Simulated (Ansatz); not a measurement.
# C₃H₇AlSi: one species, many methods

The task here is to estimate one member of a computed series from the others.

Computed with Ansatz 0.2.0, Gaussian basis. Level: functionals in def2-TZVPP, the program's frozen cores in correlated methods.

Levels to be run: PBE-D4, r2SCAN-D4, PBE0-D4, B3LYP-D4, ωB97X-V, ωB97M-V, B2PLYP; CCSD(T)/def2-TZVPP; MP2/def2-QZVPP; extrapolation to the limit.

### The geometry

All runs share one geometry, relaxed beforehand with PBE0-D4 in a triple-zeta def2 set.

SMILES `CC1=C[SiH]1[AlH2]`, 12 atoms, charge 0, spin multiplicity 1.

Atoms are counted from 1 here; the program's logs count them from 0.

Bond lengths: C1–C2 1.477 Å, C1–H6 1.093 Å, C1–H7 1.093 Å, C1–H8 1.093 Å, C2–C3 1.316 Å, C2–Si4 1.851 Å, C3–Si4 1.838 Å, C3–H9 1.083 Å, Si4–Al5 2.428 Å, Si4–H10 1.495 Å, Al5–H11 1.590 Å, Al5–H12 1.591 Å. Angles: C2–C1–H6 111.8°, C2–C1–H7 110.3°, C2–C1–H8 110.4°, H6–C1–H7 108.7°, H6–C1–H8 108.8°, H7–C1–H8 106.7°, C1–C2–C3 140.5°, C1–C2–Si4 150.9°, C3–C2–Si4 68.6°, C2–C3–Si4 69.6°, C2–C3–H9 138.0°, Si4–C3–H9 152.4°, C2–Si4–C3 41.8°, C2–Si4–Al5 119.1°, C2–Si4–H10 116.6°, C3–Si4–Al5 119.2°, C3–Si4–H10 116.8°, Al5–Si4–H10 119.8° and more.

The first run:

Input file in.yaml:

```yaml
crystal:
  periodic: [false, false, false]
  atoms:
    - {symbol: C, position_ang: [-1.543044, 0.884980, 1.199743]}
    - {symbol: C, position_ang: [-0.201283, 0.521300, 0.702098]}
    - {symbol: C, position_ang: [0.971066, 0.119899, 1.143705]}
    - {symbol: Si, position_ang: [1.008846, 0.317086, -0.683118]}
    - {symbol: Al, position_ang: [0.868674, -1.654961, -2.092032]}
    - {symbol: H, position_ang: [-1.614732, 0.783415, 2.286108]}
    - {symbol: H, position_ang: [-1.782230, 1.916329, 0.927132]}
    - {symbol: H, position_ang: [-2.305492, 0.253029, 0.736175]}
    - {symbol: H, position_ang: [1.435967, -0.113671, 2.093809]}
    - {symbol: H, position_ang: [1.637551, 1.565289, -1.213107]}
    - {symbol: H, position_ang: [0.185361, -2.954248, -1.481635]}
    - {symbol: H, position_ang: [1.416313, -1.693649, -3.584978]}
basis:
  gaussian: {orbitals: def2-TZVPP}
hamiltonian: {xc: pbe, dispersion: d4}
output: {forces: true, orbitals: {seedname: orbitals}}
```

Started as:

```
$ ansatz run in.yaml --threads 4 --pin off --events-out ev --progress --plain --max-ram 10444MiB
```

Among the steps run: PBE-D4 (GGA); r2SCAN-D4 (meta-GGA); PBE0-D4 (hybrid); B3LYP-D4 (hybrid); ωB97X-V (range-separated); ωB97M-V (range-separated); B2PLYP (double hybrid); CCSD(T) in def2-TZVPP; MP2 in def2-QZVPP.

One of the session's tables, all rows but one given; the rest of the session is left out.

| method | atomisation energy (kJ/mol) |
| --- | --- |
| PBE-D4 | 4331.9 |
| r2SCAN-D4 | 4281.7 |
| PBE0-D4 | 4279.2 |
| B3LYP-D4 | 4253.3 |
| ωB97X-V | 4274.6 |
| ωB97M-V | ? |
| B2PLYP | 4206.6 |
| HF/def2-TZVPP | 3159.3 |
| MP2/def2-TZVPP | 4197.3 |
| CCSD/def2-TZVPP | 4083.9 |
| CCSD(T)/def2-TZVPP | 4148.3 |
| MP2/CBS | 4302.5 |
| CCSD(T)/CBS | 4253.5 |

Estimate the missing values for ωB97M-V.

**Answer.** atomisation energy (kJ/mol): 4264.2. In the column «atomisation energy (kJ/mol)» it lies between CCSD(T)/CBS (4253.5) and ωB97X-V (4274.6).
